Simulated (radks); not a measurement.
# Pb⁴⁺ in [Xe] 4f14 5d10: an all-electron calculation

Wanted: eigenvalues, radial structure and energy terms of the lead ion Pb4+.

The numbers are computed with radks (a radial shooting solver on a logarithmic mesh, Libxc functionals) version 1 (Dirac Kohn-Sham, LDA (Slater exchange, VWN5 correlation), spin-unpolarised, spherical densities, finite nucleus), except any that are marked as measured or tabulated.

### 1 What is computed

```
element            : lead (Z = 82)
charge             : +4
electrons          : 78
configuration      : [Xe] 4f14 5d10
nuclear rms radius : 5.5012 fm
```

Outer shells as boxes (Hund's rule):

Pb⁴⁺
```
[Xe] core
4f [↑↓][↑↓][↑↓][↑↓][↑↓][↑↓][↑↓]
5d [↑↓][↑↓][↑↓][↑↓][↑↓]
```

### 2 The calculation

Input:

```text
Z 82
configuration [Xe] 4f14 5d10 6s0 6p0
relativity Dirac
functional lda,vwn5
spin unpolarised
j_filling average
nucleus finite rms 5.5012 fm
c 137.035999084
```

Q: Predict the outcome of this run.

As calculated:

```
                        quantity                   value
                    total energy     -20907.8551 hartree
exchange-correlation share of it                  1.81 %
                            −T/E                  1.1624
          highest occupied level       5d5/2, -60.813 eV
    most extended occupied level  5d5/2, <r> = 1.28 bohr
 radius at density 0.001 e/bohr³               3.01 bohr
    maxima of the radial density                       4
         ionisation energy, NIST     68.8 (semi-emp.) eV
```

What this shows: The radial density shows 4 maxima for 5 occupied principal shells; where shells overlap, one shows as a shoulder or not at all. −T/E is 1.162: with relativity the kinetic term as defined here no longer equals −E. Minus the highest eigenvalue, 60.813 eV, is 88 % of the tabulated ionisation energy (68.8 eV); the potential of a semilocal functional falls off too fast, so its top eigenvalue is too shallow. 
